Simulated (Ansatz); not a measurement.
# C₂H₅AlO: shape, modes and thermochemistry

The task is to find a stationary geometry of C₂H₅AlO, then compute its harmonic vibrations to see whether it is a minimum and to get the zero-point energy and entropy, and look at its orbitals and charge.

Method: RKS PBE0-D4/def2-TZVP; program: Ansatz 0.2.0, Gaussian basis.

Levels to be run: relaxation at PBE-D4/def2-SVP; relaxation at PBE0-D4/def2-TZVP; harmonic vibrations at the same level; a single point in def2-TZVPP for the fields.

**1. Starting geometry**

SMILES `[CH3][Al]1[CH2][O]1`, 9 atoms, charge 0, spin multiplicity 1.

Atoms are counted from 1 here; the program's logs count them from 0.

Bond lengths: C1–Al2 1.925 Å, C1–H5 1.130 Å, C1–H6 1.152 Å, C1–H7 1.112 Å, Al2–C3 1.908 Å, Al2–O4 1.864 Å, C3–O4 1.417 Å, C3–H8 1.047 Å, C3–H9 1.173 Å. Angles: Al2–C1–H5 113.2°, Al2–C1–H6 112.5°, Al2–C1–H7 111.8°, H5–C1–H6 106.7°, H5–C1–H7 106.3°, H6–C1–H7 105.8°, C1–Al2–C3 138.9°, C1–Al2–O4 153.2°, C3–Al2–O4 44.1°, Al2–C3–O4 66.3°, Al2–C3–H8 121.1°, Al2–C3–H9 117.9°, O4–C3–H8 116.3°, O4–C3–H9 108.6°, H8–C3–H9 115.7°, Al2–O4–C3 69.6°.

The start is a force-field geometry with small random shifts, so a cheaper pass at PBE-D4/def2-SVP comes first.

**2. Relaxation at PBE-D4/def2-SVP (cheap first pass)**

in.yaml

```yaml
crystal:
  periodic: [false, false, false]
  atoms:
    - {symbol: C, position_ang: [-0.627200, 1.256500, -1.030500]}
    - {symbol: Al, position_ang: [0.514100, -0.112900, -0.303400]}
    - {symbol: C, position_ang: [0.603300, -1.244400, 1.230600]}
    - {symbol: O, position_ang: [0.980800, -1.887300, 0.025900]}
    - {symbol: H, position_ang: [-0.191800, 1.760000, -1.944100]}
    - {symbol: H, position_ang: [-0.856100, 2.091100, -0.269500]}
    - {symbol: H, position_ang: [-1.615000, 0.849200, -1.339500]}
    - {symbol: H, position_ang: [-0.267200, -1.598700, 1.692700]}
    - {symbol: H, position_ang: [1.547700, -1.159800, 1.920700]}
basis:
  gaussian: {orbitals: def2-SVP}
hamiltonian: {xc: pbe, dispersion: d4}
relax: {f_tol: 0.03, max_steps: 200}
```

On the command line:

```console
> ansatz run in.yaml --threads 2 --pin off --events-out ev --progress --plain --max-ram 4352MiB
```

What it wrote (excerpt; [...] marks lines left out):

```text
Functional definition: PBE
  name "PBE"
  cite "Perdew, Burke & Ernzerhof, Phys. Rev. Lett. 77, 3865 (1996) doi:10.1103/PhysRevLett.77.3865"
  parent pbe
[...]
942 factors; their error is unknown
[...]
mean field -10783.78983612 eV, -396.2969669622 hartree, gradient 1.7e-5 eV, S^2 0.000000; 1 other end points of the search recorded, 0 dependent functions left out
[...]
reference -10783.78987329 eV, -396.2969683280 hartree; 19, 19 occupied and 66, 66 virtual orbitals, 942 factors
relax step   1: F+E_penalty+E_count = -10783.92267410 eV  Δ(F+E_penalty+E_count) = +0.000e0 eV  max|allowed force component| = 3.689e0 eV/Å  Δτ_max = 0.0000 Å  (40 SCF iters, accepted)
[...]
relax step   7: F+E_penalty+E_count = -10784.80447774 eV  Δ(F+E_penalty+E_count) = -5.590e-3 eV  max|allowed force component| = 5.268e-2 eV/Å  Δτ_max = 0.0346 Å  (29 SCF iters, accepted)
[...]
relax step   8: F+E_penalty+E_count = -10784.80472990 eV  Δ(F+E_penalty+E_count) = -2.522e-4 eV  max|allowed force component| = 1.816e-2 eV/Å  Δτ_max = 0.0064 Å  (30 SCF iters, accepted)
942 factors; their error is unknown
mean field -10784.67309512 eV, -396.3294261317 hartree, gradient 2.3e-5 eV, S^2 0.000000; 1 other end points of the search recorded, 0 dependent functions left out
[...]
reference -10784.67313348 eV, -396.3294275414 hartree; 19, 19 occupied and 66, 66 virtual orbitals, 942 factors
Total energy: -10784.80476826 eV, -396.3342650302 hartree
Atom 0 at    -0.678376     1.338903    -1.092414 Å, force    -0.000148     0.006820    -0.018160 eV/Å
Atom 1 at     0.040943    -0.043631     0.078737 Å, force    -0.008488     0.007231     0.002831 eV/Å
Atom 2 at     0.694721    -1.313346     1.354625 Å, force     0.009960    -0.009824    -0.008644 eV/Å
Atom 3 at     0.784691    -1.612733    -0.100319 Å, force     0.003610     0.000759     0.008979 eV/Å
Atom 4 at     0.050703     1.582867    -1.893024 Å, force    -0.005060    -0.002814     0.006861 eV/Å
Atom 5 at    -0.924963     2.270035    -0.545451 Å, force     0.001468    -0.003674     0.001758 eV/Å
Atom 6 at    -1.603788     0.971849    -1.584023 Å, force     0.002581     0.001484     0.003099 eV/Å
Atom 7 at     0.040501    -2.016132     1.913100 Å, force    -0.003153     0.002400     0.001758 eV/Å
Atom 8 at     1.684168    -1.224112     1.851670 Å, force    -0.000771    -0.002382     0.001518 eV/Å
Dipole moment:    -0.268821     0.555428    -0.065202 e Å
```

Wall time 9.5 s (2 threads of Arm Neoverse V2, shared host).

Along the way:

```csv
step,energy from step 1 (eV),largest force component (eV/Å)
1,0.0000,3.6889
2,-0.6172,1.3306
3,-0.8100,0.3427
4,-0.8571,0.1780
5,-0.8747,0.1850
6,-0.8762,0.3300
7,-0.8818,0.0527
8,-0.8821,0.0182
```

Distances of close pairs at the start and the end, largest changes first:

```
  bond  before (Å)  after (Å)  change (Å)
Al2–O4       1.864      1.746      -0.118
 C3–O4       1.417      1.488      +0.071
 C3–H8       1.047      1.111      +0.063
 C3–H9       1.173      1.111      -0.062
 C1–H6       1.152      1.108      -0.045
C1–Al2       1.925      1.949      +0.024
 C1–H5       1.130      1.110      -0.020
Al2–C3       1.908      1.915      +0.007
```

**3. Geometry optimisation, PBE0-D4/def2-TZVP**

in.yaml

```yaml
crystal:
  periodic: [false, false, false]
  atoms:
    - {symbol: C, position_ang: [-0.678376, 1.338903, -1.092414]}
    - {symbol: Al, position_ang: [0.040943, -0.043631, 0.078737]}
    - {symbol: C, position_ang: [0.694721, -1.313346, 1.354625]}
    - {symbol: O, position_ang: [0.784691, -1.612733, -0.100319]}
    - {symbol: H, position_ang: [0.050703, 1.582867, -1.893024]}
    - {symbol: H, position_ang: [-0.924963, 2.270035, -0.545451]}
    - {symbol: H, position_ang: [-1.603788, 0.971849, -1.584023]}
    - {symbol: H, position_ang: [0.040501, -2.016132, 1.913100]}
    - {symbol: H, position_ang: [1.684168, -1.224112, 1.851670]}
basis:
  gaussian: {orbitals: def2-TZVP}
hamiltonian: {xc: pbe0, dispersion: d4}
relax: {f_tol: 0.005, max_steps: 150}
```

The command is unchanged.

What it wrote (excerpt; [...] marks lines left out):

```text
Functional definition: PBE0
  name "PBE0"
  cite "Adamo & Barone, J. Chem. Phys. 110, 6158 (1999) doi:10.1063/1.478522"
  cite "Perdew, Burke & Ernzerhof, Phys. Rev. Lett. 77, 3865 (1996) doi:10.1103/PhysRevLett.77.3865"
  parent pbe
[...]
1010 factors; their error is unknown
[...]
mean field -10792.79483484 eV, -396.6278945611 hartree, gradient 2.6e-5 eV, S^2 0.000000; 0 other end points of the search recorded, 0 dependent functions left out
[...]
reference -10792.79486712 eV, -396.6278957474 hartree; 19, 19 occupied and 141, 141 virtual orbitals, 1010 factors
relax step   1: F+E_penalty+E_count = -10792.90531782 eV  Δ(F+E_penalty+E_count) = +0.000e0 eV  max|allowed force component| = 8.409e-1 eV/Å  Δτ_max = 0.0000 Å  (28 SCF iters, accepted)
[...]
Total energy: -10792.95953498 eV, -396.6339471796 hartree
Atom 0 at    -0.670851     1.320193    -1.081511 Å, force    -0.000716     0.003126     0.001330 eV/Å
Atom 1 at     0.051345    -0.076663     0.044160 Å, force     0.001323    -0.002222     0.004686 eV/Å
Atom 2 at     0.678725    -1.280205     1.349332 Å, force    -0.001628     0.003545     0.000261 eV/Å
Atom 3 at     0.789341    -1.609532    -0.097895 Å, force     0.000764    -0.001000    -0.003552 eV/Å
Atom 4 at     0.039713     1.575000    -1.872095 Å, force    -0.001248    -0.000581    -0.001921 eV/Å
Atom 5 at    -0.900203     2.225968    -0.517471 Å, force     0.001158    -0.001884     0.000446 eV/Å
Atom 6 at    -1.591178     0.976783    -1.562074 Å, force     0.000587    -0.000275    -0.001598 eV/Å
Atom 7 at     0.038540    -1.980490     1.887682 Å, force    -0.000392    -0.000771     0.000274 eV/Å
Atom 8 at     1.653168    -1.197355     1.832773 Å, force     0.000153     0.000062     0.000075 eV/Å
Dipole moment:    -0.300003     0.613912    -0.064890 e Å
```

It took 19 s on 2 threads of Arm Neoverse V2, shared host.

Along the way:

```csv
step,energy from step 1 (eV),largest force component (eV/Å)
1,0.0000,0.8409
2,-0.0425,0.5582
3,-0.0528,0.0835
4,-0.0535,0.0663
5,-0.0540,0.0281
6,-0.0542,0.0067
7,-0.0542,0.0047
```

Close pairs (by a distance rule), those that changed most:

```csv
bond,before (Å),after (Å),change (Å)
Al2–O4,1.746,1.707,-0.038
Al2–C3,1.915,1.883,-0.032
C3–H9,1.111,1.091,-0.020
C3–H8,1.111,1.091,-0.020
C1–H5,1.110,1.093,-0.017
C1–H7,1.110,1.094,-0.017
C1–H6,1.108,1.091,-0.016
C1–Al2,1.949,1.934,-0.016
```

Mulliken charges of the relaxed molecule (report file):

```csv
atom,value (e)
C1,-0.54
Al2,0.40
C3,-0.17
O4,-0.38
H5,0.16
H6,0.16
H7,0.16
H8,0.11
H9,0.11
```

**4. Harmonic vibrations**

in.yaml

```yaml
crystal:
  periodic: [false, false, false]
  atoms:
    - {symbol: C, position_ang: [-0.670851, 1.320193, -1.081511]}
    - {symbol: Al, position_ang: [0.051345, -0.076663, 0.044160]}
    - {symbol: C, position_ang: [0.678725, -1.280205, 1.349332]}
    - {symbol: O, position_ang: [0.789341, -1.609532, -0.097895]}
    - {symbol: H, position_ang: [0.039713, 1.575000, -1.872095]}
    - {symbol: H, position_ang: [-0.900203, 2.225968, -0.517471]}
    - {symbol: H, position_ang: [-1.591178, 0.976783, -1.562074]}
    - {symbol: H, position_ang: [0.038540, -1.980490, 1.887682]}
    - {symbol: H, position_ang: [1.653168, -1.197355, 1.832773]}
basis:
  gaussian: {orbitals: def2-TZVP}
hamiltonian: {xc: pbe0, dispersion: d4}
phonons: {temperatures: {t_min: 298.15, t_max: 900, t_step: 200}}
```

The command is unchanged.

What it wrote (excerpt; [...] marks lines left out):

```text
Functional definition: PBE0
  name "PBE0"
  cite "Adamo & Barone, J. Chem. Phys. 110, 6158 (1999) doi:10.1063/1.478522"
  cite "Perdew, Burke & Ernzerhof, Phys. Rev. Lett. 77, 3865 (1996) doi:10.1103/PhysRevLett.77.3865"
  parent pbe
[...]
1010 factors; their error is unknown
[...]
mean field -10792.84836800 eV, -396.6298618685 hartree, gradient 2.4e-5 eV, S^2 0.000000; 0 other end points of the search recorded, 0 dependent functions left out
[...]
reference -10792.84840002 eV, -396.6298630453 hartree; 19, 19 occupied and 141, 141 virtual orbitals, 1010 factors
[...]
1010 factors; their error is unknown
mean field -10792.84821424 eV, -396.6298562181 hartree, gradient 2.4e-6 eV, S^2 0.000000; 0 other end points of the search recorded, 0 dependent functions left out
[...]
reference -10792.84824626 eV, -396.6298573949 hartree; 19, 19 occupied and 141, 141 virtual orbitals, 1010 factors
[...]
1010 factors; their error is unknown
[...]
WARN: phonons: modes at or below zero, which the zero-point energy, F, S and C_V leave out: 1, the lowest at -20.39 cm⁻¹. A minimum has none, and a first-order saddle one
[...]
Atom 0 at    -0.670851     1.320193    -1.081511 Å, force    -0.000718     0.003118     0.001310 eV/Å
Atom 1 at     0.051345    -0.076663     0.044160 Å, force     0.001328    -0.002237     0.004691 eV/Å
Atom 2 at     0.678725    -1.280205     1.349332 Å, force    -0.001625     0.003543     0.000268 eV/Å
Atom 3 at     0.789341    -1.609532    -0.097895 Å, force     0.000763    -0.000995    -0.003560 eV/Å
Atom 4 at     0.039713     1.575000    -1.872095 Å, force    -0.001248    -0.000581    -0.001917 eV/Å
Atom 5 at    -0.900203     2.225968    -0.517471 Å, force     0.001154    -0.001872     0.000452 eV/Å
Atom 6 at    -1.591178     0.976783    -1.562074 Å, force     0.000590    -0.000272    -0.001593 eV/Å
Atom 7 at     0.038540    -1.980490     1.887682 Å, force    -0.000392    -0.000767     0.000276 eV/Å
Atom 8 at     1.653168    -1.197355     1.832773 Å, force     0.000147     0.000062     0.000072 eV/Å
Dipole moment:    -0.300003     0.613913    -0.064890 e Å
Vibrations: -20.39 156.14 158.41 517.74 638.69 674.08 691.96 716.23 764.31 992.93 1110.69 1116.32 1218.79 1436.44 1441.31 1468.83 3050.81 3066.10 3130.00 3132.87 3147.56 cm⁻¹, zero-point energy 1.774846 eV
```

Wall time 95 s (2 threads of Arm Neoverse V2, shared host).

Motions are named by where the mode's potential energy lies. The modes, unscaled (a negative number is an imaginary wavenumber):

| mode | cm⁻¹ | motion |
| --- | --- | --- |
| 1 | -20 | torsion |
| 2 | 156 | bend |
| 3 | 158 | out-of-plane bend |
| 4 | 518 | Al–C stretch |
| 5 | 639 | bend |
| 6 | 674 | bend |
| 7 | 692 | bend |
| 8 | 716 | bend |
| 9 | 764 | bend with Al–C stretch |
| 10 | 993 | Al–C and C–O stretch |
| 11 | 1111 | bend |
| 12 | 1116 | bend |
| 13 | 1219 | bend |
| 14 | 1436 | bend |
| 15 | 1441 | bend |
| 16 | 1469 | bend |
| 17 | 3051 | C–H stretch |
| 18 | 3066 | C–H stretch |
| 19 | 3130 | C–H stretch |
| 20 | 3133 | C–H stretch |
| 21 | 3148 | C–H stretch |

No thermochemistry is derived: a mode is imaginary or nearly free.

**5. A single point for the fields**

Edit in.yaml of step 4 so:

```diff
@@ -13,4 +13,4 @@
 basis:
-  gaussian: {orbitals: def2-TZVP}
+  gaussian: {orbitals: def2-TZVPP}
 hamiltonian: {xc: pbe0, dispersion: d4}
-phonons: {temperatures: {t_min: 298.15, t_max: 900, t_step: 200}}
+output: {orbitals: {seedname: orbitals}}
```

The command is unchanged.

What it wrote:

```text
Functional definition: PBE0
  name "PBE0"
  cite "Adamo & Barone, J. Chem. Phys. 110, 6158 (1999) doi:10.1063/1.478522"
  cite "Perdew, Burke & Ernzerhof, Phys. Rev. Lett. 77, 3865 (1996) doi:10.1103/PhysRevLett.77.3865"
  parent pbe
  parameter a = 0.25
  parameter kappa = 0.804
  parameter beta = 0.06672455060314922
  exchange = (1 - a)*pbe_x(kappa = kappa, mu = beta*pi^2/3) + a*exact_x
  correlation = pbe_c(beta = beta)
1106 factors; their error is unknown
mean field evaluation 1: about -10780.4210 eV, gradient 7.6e1 eV
mean field evaluation 2: about -10745.2523 eV, gradient 1.4e2 eV
mean field evaluation 4: about -10792.7838 eV, gradient 7.2e0 eV
mean field evaluation 8: about -10792.8948 eV, gradient 2.3e-1 eV
mean field evaluation 16: about -10792.9020 eV, gradient 6.3e-5 eV
mean field -10792.90198359 eV, -396.6318322052 hartree, gradient 6.3e-5 eV, S^2 0.000000; 0 other end points of the search recorded, 0 dependent functions left out
reference -10792.90201640 eV, -396.6318334108 hartree; 19, 19 occupied and 186, 186 virtual orbitals, 1106 factors
Total energy: -10793.01315140 eV, -396.6359175468 hartree
```

Run time: 2.3 s. Hardware: 2 threads of Arm Neoverse V2, shared host.

Orbitals, density, ELF and potential are computed afterwards from the orbital file.

Frontier orbitals at PBE0-D4/def2-TZVPP, with the share of their density that lies nearest to each atom:

```
orbital  energy (eV)                                    lies on
   HOMO        -6.21                 C3 33 %; O4 32 %; Al2 20 %
   LUMO        -0.68  Al2 37 %; H6 11 %; C1, C3 about 10 % each
```

ELF in a plane through or near 5 of the atoms.

Ten even steps from ' ' (0.00) to '@' (0.99):
```
                                                        
                                                        
                                                        
                    ..::....          ....              
                  ::==****==..    ..==##%%**::          
                  --**%%%%**..    --**@@@@%%++..        
              ..::**%%@@@@##--::::++%%@@@@@@**::        
          ..--====##@@@@##--..==**##%%@@@@%%++::        
        ..::++++--##@@@@::....::%%####@@%%##--..        
        ..--****==::##++==%%**..%%++++--**==::          
        ..--++++::++++::==%%**..%%**--::**++::          
          ....::**######--......##**++##**++::          
              ..****++####--..::++====**++==..          
              --####++####++..  ......----::            
            ..--##%%%%**==::                            
            ..--**####++::..                            
              ..::----..                                
                                                        
                                                        
                                                        
```
The map spans 10.3 Å across and 7.6 Å up, centred on the molecule. Atoms in the plane (x, y in Å): C1 (1.8, 0.1), Al2 (-0.1, 0.0), C3 (-2.0, 0.2), O4 (-1.3, -1.2), H6 (2.2, 1.1).

log10 of the density (e/Å³) in the same plane.

Ten even steps from ' ' (-4.0) to '@' (2.5):
```
                                                        
                      ..                                
                ................    ......              
            ......::::::::::::....::::::::....          
        ....::::::----------::::::----------::..        
      ....::::----------------------======--::::..      
      ..::----======================++++++==--::..      
    ..::--====++++++++++++======++++++**++++==--::..    
    ..::--==++++******++++++++++++++****++++==--::..    
  ....::--==++**####**++##%%##**++**####++++==--::..    
  ....::--==++++******++##@@##**++**##**++++==--::..    
    ..::----==++++******++**++++++++++++++==----::..    
    ....::--====++##%%##**++======++++++====--::..      
      ..::::--==++####**++++==------======--::::..      
        ..::--==++****++++==----::::::--::::::..        
        ....::--==++++++==----::::::::::::......        
          ..::::----------::::............              
            ....::::::::::....                          
                ..........                              
                                                        
```
The map spans 10.3 Å across and 7.6 Å up, centred on the molecule. Atoms in the plane (x, y in Å): C1 (1.8, 0.1), Al2 (-0.1, 0.0), C3 (-2.0, 0.2), O4 (-1.3, -1.2), H6 (2.2, 1.1).

On the surface of density 0.002 e/bohr³ the electrostatic potential runs, from the 1st to the 99th percentile, from -2.07 V near O4 to 2.99 V near Al2.

**6. What came out**

```
                  quantity            value
               point group               C1
                     steps            8 + 7
shift from the start (rms)          0.339 Å
              total energy   -10792.9595 eV
           dispersion term         -111 meV
             dipole moment           3.30 D
lowest, highest wavenumber   -20, 3148 cm⁻¹
                HOMO, LUMO  -6.21, -0.68 eV
```

The atoms moved 0.34 Å (rms) from the start; the bond that changed most is Al2–O4, from 1.864 to 1.707 Å. One or more small negative wavenumbers (down to -20 cm⁻¹) point to a very flat motion, so a minimum isn't proven. The stiffest mode, 3148 cm⁻¹, is a C–H stretch. Harmonic hybrid wavenumbers usually lie a few per cent above measured fundamentals. The largest Mulliken charge, -0.54 e, sits on C1. The HOMO lies mostly on C3 33 %; O4 32 % and the LUMO on Al2 37 %; H6 11 %.
